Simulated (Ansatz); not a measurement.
# SnTe (SMILES [Sn][Te]) at CCSD/STO-3G

What is the vertical ionisation energy of SnTe at CCSD/STO-3G? 

The results are computed with Ansatz 0.2.0.

48 further runs of the same task are left out: 11 that didn't finish, 37 set aside as unsound or not needed.

## 1. The system as given

SnTe: 2 atoms, total charge 0, spin state singlet. As SMILES, `[Sn][Te]`. Geometry: a GFN2-xTB relaxation, a rough one for these elements and not checked as a minimum.

Bond lengths: Sn1–Te2 2.537 Å.

## 2. A single-point energy at CCSD/STO-3G

in.yaml reads:

```yaml
basis:
  gaussian: {orbitals: STO-3G}
crystal:
  periodic: [false, false, false]
  atoms:
    - {symbol: Sn, position_ang: [0.000000, 0.000000, 0.000000]}
    - {symbol: Te, position_ang: [0.000000, 0.000000, 2.536770]}
correlation: {method: ccsd, frozen_orbitals: {Sn: 18, Te: 18}}
accuracy: high
scf: {omitted_lower_state_checks: [cluster_reference, increment]}
```

Command:

```
$ ansatz run in.yaml --threads 1 --pin off --max-ram 2610MiB --events-out events.jsonl --progress --plain --runs-dir runs
```

Standard output, cut to the lines that bear on the results:

```text
Warning: RAYON_NUM_THREADS=1 ignored (pool sized by the plan → 1); use --threads N
Functional definition: HF
  name "HF"
[...]
827 factors; integrals over basis functions are off by at most 4.7e-9 eV
[...]
mean field -340426.82147358 eV, -12510.4549395669 hartree, gradient 1.7e-8 eV, S^2 0.000000; 0 other end points of the search recorded, 0 dependent functions left out
36 core orbitals not correlated: weight in the atoms' cores, before any rotation towards them, 1.000 or more for the frozen orbitals, at most 0.000 for the correlated occupied ones
reference -340426.82147358 eV, -12510.4549395669 hartree; 15, 15 occupied and 3, 3 virtual orbitals, 827 factors
second order -1.60962655 eV of doubles, -0.00000000 eV of singles
cycle   1  -1.56042855 eV  change    4.9e-2 eV  update   1.5e-1
[...]
cycle  18  -1.79357339 eV  change    1.7e-9 eV  update   1.1e-9
Total energy: -340428.61504697 eV, -12510.5208521731 hartree
Checks for a lower state left out: cluster_reference, increment
```

Run time: 0.76 s. Hardware: 1 thread of AMD EPYC 9R45 (Zen 5), shared host; peak memory 0.16 GiB.

## 3. The doublet cation, same level

input.yaml reads:

```yaml
crystal:
  periodic: [false, false, false]
  atoms:
    - {symbol: Sn, position_ang: [0.000000, 0.000000, 0.000000]}
    - {symbol: Te, position_ang: [0.000000, 0.000000, 2.536770]}
basis:
  gaussian:
    orbitals: STO-3G
total_charge: 1
magnetization:
  spin_polarized: true
  initial_magnetization: 1
correlation:
  method: ccsd
  frozen_orbitals: {Sn: 18, Te: 18}
accuracy: high
scf:
  omitted_lower_state_checks: [cluster_reference, increment]
```

Command:

```
$ ansatz run input.yaml --threads 1 --pin off --max-ram 2610MiB --events-out events.jsonl --progress --plain --runs-dir runs
```

Standard output, cut to the lines that bear on the results:

```text
Warning: RAYON_NUM_THREADS=1 ignored (pool sized by the plan → 1); use --threads N
Functional definition: HF
  name "HF"
[...]
827 factors; integrals over basis functions are off by at most 4.7e-9 eV
[...]
mean field -340421.96465288 eV, -12510.2764546981 hartree, gradient 6.8e-8 eV, S^2 1.012815; 20 other end points of the search recorded, 0 dependent functions left out
36 core orbitals not correlated: weight in the atoms' cores, before any rotation towards them, 1.000 or more for the frozen orbitals, at most 0.000 for the correlated occupied ones
reference -340421.96465288 eV, -12510.2764546981 hartree; 15, 14 occupied and 3, 4 virtual orbitals, 827 factors
second order -0.85508890 eV of doubles, -0.00000000 eV of singles
cycle   1  -1.02952044 eV  change   -1.7e-1 eV  update   9.2e-2
[...]
cycle  39  -1.32849347 eV  change   -1.5e-9 eV  update   1.1e-9
Total energy: -340423.29314635 eV, -12510.3252759325 hartree
Checks for a lower state left out: cluster_reference, increment
```

Run time: 14 s. Hardware: 1 thread of AMD EPYC 9R45 (Zen 5), shared host; peak memory 0.25 GiB.

## 4. Summary of results

Level: CCSD/STO-3G, 36 core orbitals frozen.

```
                                                    quantity            value
                                  singlet SnTe: total energy  -12510.52085 Eh
  singlet SnTe: correlation energy (36 core orbitals frozen)        -65.9 mEh
                                 singlet SnTe: T1 diagnostic            0.024
                                doublet cation: total energy  -12510.32528 Eh
doublet cation: correlation energy (36 core orbitals frozen)        -48.8 mEh
           doublet cation: ⟨S²⟩ of the reference determinant            1.013
                               doublet cation: T1 diagnostic            0.065
          vertical ionisation energy (to the doublet cation)         5.322 eV
```

In words: Removing an electron at fixed nuclei costs 5.32 eV (123 kcal/mol). In a minimal basis such a difference can be off by several eV, whatever the method. The T1 diagnostic (singlet SnTe) of 0.024 is above the customary mark for such species, so a single reference may not serve. Relativity is left out (singlet SnTe) although the molecule holds a heavy atom. ⟨S²⟩ (doublet cation) is 1.01 where a pure doublet has 0.75: the reference is spin-contaminated. The T1 diagnostic (doublet cation) of 0.065 is above the customary mark for such species, so a single reference may not serve.
